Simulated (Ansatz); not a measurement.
**O (diamond type): how the settings move a single-point run**

Question: which choices in the input matter for O (diamond type)?

Method: reference: DFT, LDA, all-electron LAPW, scalar-relativistic, in Ansatz 0.2.0.

## 1. The system as given

Symmetry: Fd-3m, No. 227, cubic system. Conventional cell: a = 4.111 Å, b = 4.111 Å, c = 4.111 Å, α = 90.00°, β = 90.00°, γ = 90.00°. Around O (site symmetry -43m) lie 4 O at 1.78 Å.

Structure file:

```
O
1.0
     0.00000    2.05550    2.05550
     2.05550    0.00000    2.05550
     2.05550    2.05550    0.00000
O
2
Direct
  0.87500 0.87500 0.87500
  0.12500 0.12500 0.12500
```

## 2. Baseline

input.yaml

```yaml
crystal:
  lattice:
    - [0.0, 2.0554965976, 2.0554965976]
    - [2.0554965976, 0.0, 2.0554965976]
    - [2.0554965976, 2.0554965976, 0.0]
  atoms:
    - { symbol: O, position: [-0.125, -0.125, -0.125] }
    - { symbol: O, position: [0.125, 0.125, 0.125] }
kpoints:
  mp_grid: { grid: [14, 14, 14] }
scf:
  occupations: { method: fermi_dirac, width: 0.08 }
hamiltonian:
  xc: lda
  pseudopotentials: { kind: all_electron, lapw: { basis_error: 0.001 } }
output:
  forces: true
  stress: true
  eigenvalues: true
  populations: true
```

Command:

```bash
$ ansatz run input.yaml --threads 1 --pin off --max-ram 2048MiB --backend cpu --events-out ev --progress --plain --runs-dir out
```

## 3. Changing settings: occupations.method tetrahedron_uncorrected, xc_grid 4, width left out

Changes to input.yaml since step 2:

```diff
@@ -11,3 +11,3 @@
 scf:
-  occupations: { method: fermi_dirac, width: 0.08 }
+  occupations: { method: tetrahedron_uncorrected }
 hamiltonian:
@@ -20 +20,3 @@
   populations: true
+basis:
+  xc_grid: 4
```

What does the calculation give? Wanted: for each run, ending; energy change; pressure; gap; force.

**Answer**, as computed:

```tsv
run	ending	energy change	pressure (GPa)	gap (eV)	force (eV/Å)	cycles	time
reference	converged	0	25.0	0.00	0.00	4	8.5 s
1: occupations.method tetrahedron_uncorrected, xc_grid 4, width left out	converged	+8.9 meV/atom (σ→0)	25.3	0.00	0.00	5	7.8 s
```

Residual by cycle in the longest SCF loop of each run; runs are numbered as in the table. The quantity is the density residual dr2, in eV.

```tsv
cycle	reference	run 1
1	0.0252	0.0255
2	8.6e-4	0.0099
3	9.6e-6	2.9e-4
4	6.9e-9	6.0e-7
5	-	1.1e-9
```

What this shows: Changing the smearing and numerical grids moves the energy by +8.9 meV/atom (σ→0 values), and the pressure goes from 25.0 to 25.3 GPa. Semilocal functionals close small gaps, so the missing gap need not be the real solid's. The structure is not at rest: the sound run finds 25 GPa, so these are no properties of the relaxed crystal. 
